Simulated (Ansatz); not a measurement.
**C₃H₇BO₂: up Jacob's ladder to CCSD(T)**

How much do the methods differ for C₃H₇BO₂? The plan is to run it at one geometry with functionals of several rungs and with coupled cluster. The yardstick is the atomisation energy at the CCSD(T) limit.

Method: functionals in def2-TZVPP, the program's frozen cores in correlated methods; program: Ansatz 0.2.0, Gaussian basis.

Plan: LDA (SPW92), PBE-D4, revPBE-D4, BLYP-D4, r2SCAN-D4, B97M-V, PBE0-D4, B3LYP-D4, r2SCANh-D4, r2SCAN0-D4, HSE06-D4, BHLYP-D4, CAM-B3LYP-D4, LC-ωPBE, ωB97X-V, ωB97M-V, B2PLYP, PBE-QIDH; CCSD(T)/def2-SVP; CCSD(T)/def2-TZVPP; MP2/def2-QZVPP; extrapolation to the limit; RPA on PBE.

### Step 1. The relaxed structure

The geometry comes from an earlier relaxation with PBE0-D4 in a triple-zeta def2 set; it is a stationary point, not always the lowest conformer.

SMILES `CB(C)OC=O`, 13 atoms, charge 0, spin multiplicity 1.

Atoms are counted from 1 here; the program's logs count them from 0.

Bond lengths: C1–B2 1.562 Å, C1–H7 1.098 Å, C1–H8 1.091 Å, C1–H9 1.094 Å, B2–C3 1.561 Å, B2–O4 1.397 Å, C3–H10 1.097 Å, C3–H11 1.092 Å, C3–H12 1.092 Å, O4–C5 1.343 Å, C5–O6 1.191 Å, C5–H13 1.100 Å. Angles: B2–C1–H7 108.7°, B2–C1–H8 113.9°, B2–C1–H9 111.2°, H7–C1–H8 107.8°, H7–C1–H9 105.4°, H8–C1–H9 109.4°, C1–B2–C3 123.1°, C1–B2–O4 114.8°, C3–B2–O4 122.1°, B2–C3–H10 108.2°, B2–C3–H11 111.7°, B2–C3–H12 114.2°, H10–C3–H11 107.2°, H10–C3–H12 105.5°, H11–C3–H12 109.6°, B2–O4–C5 126.2°, O4–C5–O6 126.0°, O4–C5–H13 109.9° and more.

Coordinates:

```xyz
13

C    -0.3891   -1.8204   -0.0162
B    -0.0612   -0.2939   -0.0469
C     1.3886    0.2683    0.0886
O    -1.1638    0.5385   -0.2570
C    -1.1951    1.8707   -0.0888
O    -0.4964    2.5001    0.6426
H    -0.0504   -2.2714   -0.9580
H    -1.4511   -2.0427    0.0978
H     0.1753   -2.3307    0.7699
H     1.5558    0.5356    1.1393
H     2.1384   -0.4799   -0.1771
H     1.5678    1.1838   -0.4783
H    -1.9983    2.3070   -0.7011
```

### Step 2. LDA

This LDA is Slater exchange with PW92 correlation.

Contents of in.yaml:

```yaml
crystal:
  periodic: [false, false, false]
  atoms:
    - {symbol: C, position_ang: [-0.389139, -1.820376, -0.016247]}
    - {symbol: B, position_ang: [-0.061159, -0.293861, -0.046893]}
    - {symbol: C, position_ang: [1.388626, 0.268285, 0.088583]}
    - {symbol: O, position_ang: [-1.163783, 0.538550, -0.256987]}
    - {symbol: C, position_ang: [-1.195055, 1.870717, -0.088797]}
    - {symbol: O, position_ang: [-0.496434, 2.500140, 0.642612]}
    - {symbol: H, position_ang: [-0.050427, -2.271404, -0.957973]}
    - {symbol: H, position_ang: [-1.451057, -2.042671, 0.097839]}
    - {symbol: H, position_ang: [0.175315, -2.330693, 0.769904]}
    - {symbol: H, position_ang: [1.555846, 0.535585, 1.139252]}
    - {symbol: H, position_ang: [2.138383, -0.479898, -0.177136]}
    - {symbol: H, position_ang: [1.567752, 1.183837, -0.478282]}
    - {symbol: H, position_ang: [-1.998269, 2.306990, -0.701074]}
basis:
  gaussian: {orbitals: def2-TZVPP}
hamiltonian: {xc: lda}
output: {orbitals: {seedname: orbitals}}
```

After this run come: PBE-D4 (GGA); revPBE-D4 (GGA); BLYP-D4 (GGA); r2SCAN-D4 (meta-GGA); B97M-V (meta-GGA); PBE0-D4 (hybrid); B3LYP-D4 (hybrid); r2SCANh-D4 (hybrid); r2SCAN0-D4 (hybrid); HSE06-D4 (hybrid); BHLYP-D4 (hybrid); CAM-B3LYP-D4 (range-separated); LC-ωPBE (range-separated); ωB97X-V (range-separated); ωB97M-V (range-separated); B2PLYP (double hybrid); PBE-QIDH (double hybrid); CCSD(T) in def2-SVP; CCSD(T) in def2-TZVPP; MP2 in def2-QZVPP; RPA on PBE orbitals.

Before running them: what should the planned runs give, taken together? Wanted: atomisation energy, CCSD(T)/CBS; farthest beyond LDA; mean size of error, GGA; mean size of error, meta-GGA; mean size of error, hybrid; mean size of error, range-separated; mean size of error, double hybrid; gap, smallest and largest; T1 diagnostic.

The runs gave:

| quantity | value |
| --- | --- |
| atomisation energy, CCSD(T)/CBS | 5470.2 kJ/mol |
| functionals within 27.4 kJ/mol (0.5 %) | revPBE-D4, B3LYP-D4, r2SCANh-D4, LC-ωPBE, ωB97X-V, B2PLYP, PBE-QIDH |
| farthest beyond LDA | PBE-D4 (+163.6 kJ/mol) |
| mean size of error, GGA | 69.7 kJ/mol |
| mean size of error, meta-GGA | 43.8 kJ/mol |
| mean size of error, hybrid | 55.2 kJ/mol |
| mean size of error, range-separated | 32.7 kJ/mol |
| mean size of error, double hybrid | 15.7 kJ/mol |
| gap, smallest and largest | 4.62 eV (LDA (SPW92)), 12.70 eV (LC-ωPBE) |
| T1 diagnostic | 0.0143 |
| triples share of the correlation energy | 3.9 % |

In words: The LDA atomisation energy is off by 843.1 kJ/mol (15 %): it overbinds. PBE-D4 misses by +163.6 kJ/mol. Double hybrids carry the basis error of their MP2 part in triple zeta, and no dispersion term here, so their miss is partly the set-up's. By mean error the best rung here is double hybrid (15.7 kJ/mol) and the worst beyond LDA is GGA (69.7 kJ/mol). The reference freezes the cores and leaves out relativity and excitations past (T), so misses under about 27.4 kJ/mol can't be ranked. Hartree-Fock recovers 74 % of the binding; the rest is correlation. CCSD(T) in def2-SVP is off by -214.5 kJ/mol, more than most functionals: a good method in a small basis is no reference. Orbital gaps span 4.6 to 12.7 eV; exact exchange widens them.
